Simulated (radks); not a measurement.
**Fractional charge and spin in the 5p shell of tellurium**

An exercise on one series of results from a longer session: the logs are not shown, and one member is left open.

The numbers are computed with radks (a radial shooting solver on a logarithmic mesh, Libxc functionals) version 1 (scalar-relativistic Kohn-Sham, LDA (Slater exchange, Perdew-Wang correlation), spin-polarised, spherical densities, point nucleus), except any that are marked as measured or tabulated.

## Starting point

| Item | Value |
| --- | --- |
| element | tellurium (Z = 52) |
| configuration | [Kr] 4d10 5s2 5p(up 1, down 1) |

A shell typed twice in an input gives spin up, then spin down.

Set-up of the first run:

Settings of this run:

```text
Z 52
configuration [Kr] 4d10 5s2 5p1 5p1
relativity scalar-relativistic
functional lda,pw
spin polarised
nucleus point
c 137.035999084
```

Steps of the session up to this table: 5p: up 1, down 1.

One table of the session follows, with a row left open; its other results are not shown here.

It belongs to the step «5p: up 1, down 1». Radial moments (bohr):

| level | <r> | outermost maximum (interpolated) | 90 % within | nodes |
| --- | --- | --- | --- | --- |
| 3s | 0.3226 | 0.293 | 0.474 | 2 |
| 3p | 0.3206 | 0.286 | 0.481 | 1 |
| 3d | 0.2970 | 0.238 | 0.467 | 0 |
| 4s | 0.7644 | 0.701 | 1.10 | 3 |
| 4p | 0.8208 | 0.737 | 1.20 | 2 |
| 4d | 0.9691 | 0.810 | 1.49 | 1 |
| 5s | ? | ? | ? | ? |
| 5p | 2.332 | 2.03 | 3.41 | 3 |

**Question.** Estimate the row for 5s.

As computed: <r>: 1.969; outermost maximum (interpolated): 1.75; 90 % within: 2.85; nodes: 4. In the column «<r>» it lies between 4d (0.9691) and 5p (2.332).
